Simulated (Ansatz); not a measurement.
**C2H5FOSe: one species, many methods**

One table from this session's results is given with a row withheld; the runs are named, their logs left out.

Program: Ansatz 0.2.0, Gaussian basis. Level of theory: functionals in def2-TZVPP, the program's frozen cores in correlated methods. These are calculated values, not measurements.

Levels to be run: PBE-D4, r2SCAN-D4, PBE0-D4, B3LYP-D4, ωB97X-V, ωB97M-V, B2PLYP; CCSD(T)/def2-TZVPP; MP2/def2-QZVPP; extrapolation to the limit.

### The relaxed structure

The geometry comes from an earlier relaxation with PBE0-D4 in a triple-zeta def2 set; it is a stationary point, not always the lowest conformer.

10 atoms, charge 0, spin multiplicity 1.

Atoms are counted from 1 here; the program's logs count them from 0.

Bond lengths: O1–C2 1.392 Å, O1–H6 0.962 Å, C2–Se3 1.965 Å, C2–H7 1.089 Å, C2–H8 1.095 Å, Se3–C4 1.934 Å, C4–F5 1.374 Å, C4–H9 1.091 Å, C4–H10 1.091 Å. Angles: C2–O1–H6 108.5°, O1–C2–Se3 114.0°, O1–C2–H7 107.4°, O1–C2–H8 113.5°, Se3–C2–H7 107.8°, Se3–C2–H8 104.8°, H7–C2–H8 109.3°, C2–Se3–C4 95.6°, Se3–C4–F5 112.5°, Se3–C4–H9 108.3°, Se3–C4–H10 107.3°, F5–C4–H9 108.7°, F5–C4–H10 109.1°, H9–C4–H10 111.1°.

Set-up of the first run:

Contents of in.yaml:

```yaml
crystal:
  periodic: [false, false, false]
  atoms:
    - {symbol: O, position_ang: [-0.990418, -0.351188, 1.456975]}
    - {symbol: C, position_ang: [-0.135218, -1.116210, 0.669315]}
    - {symbol: Se, position_ang: [1.397697, -0.118385, -0.048185]}
    - {symbol: C, position_ang: [0.344605, 1.098863, -1.120236]}
    - {symbol: F, position_ang: [-0.094046, 0.524977, -2.288681]}
    - {symbol: H, position_ang: [-0.489302, 0.000725, 2.199285]}
    - {symbol: H, position_ang: [-0.714937, -1.487106, -0.174090]}
    - {symbol: H, position_ang: [0.308142, -1.962922, 1.203189]}
    - {symbol: H, position_ang: [-0.523319, 1.407083, -0.535483]}
    - {symbol: H, position_ang: [0.979896, 1.952863, -1.359291]}
basis:
  gaussian: {orbitals: def2-TZVPP}
hamiltonian: {xc: pbe, dispersion: d4}
output: {forces: true, orbitals: {seedname: orbitals}}
```

Command:

```bash
$ ansatz run in.yaml --threads 4 --pin off --events-out ev --progress --plain --max-ram 10444MiB
```

Steps of the session up to this table: PBE-D4 (GGA); r2SCAN-D4 (meta-GGA); PBE0-D4 (hybrid); B3LYP-D4 (hybrid); ωB97X-V (range-separated); ωB97M-V (range-separated); B2PLYP (double hybrid); CCSD(T) in def2-TZVPP; MP2 in def2-QZVPP.

One table of the session follows, with a row left open; its other results are not shown here.

| method | atomisation energy (kJ/mol) |
| --- | --- |
| PBE-D4 | 3698.0 |
| r2SCAN-D4 | ? |
| PBE0-D4 | 3593.5 |
| B3LYP-D4 | 3573.9 |
| ωB97X-V | 3588.1 |
| ωB97M-V | 3583.0 |
| B2PLYP | 3537.1 |
| HF/def2-TZVPP | 2455.8 |
| MP2/def2-TZVPP | 3568.8 |
| CCSD/def2-TZVPP | 3420.9 |
| CCSD(T)/def2-TZVPP | 3487.9 |
| MP2/CBS | 3671.8 |
| CCSD(T)/CBS | 3591.0 |

Q: Estimate the row for r2SCAN-D4 from the others.

As computed: atomisation energy (kJ/mol): 3596.8. In the column «atomisation energy (kJ/mol)» it lies between PBE0-D4 (3593.5) and MP2/CBS (3671.8).
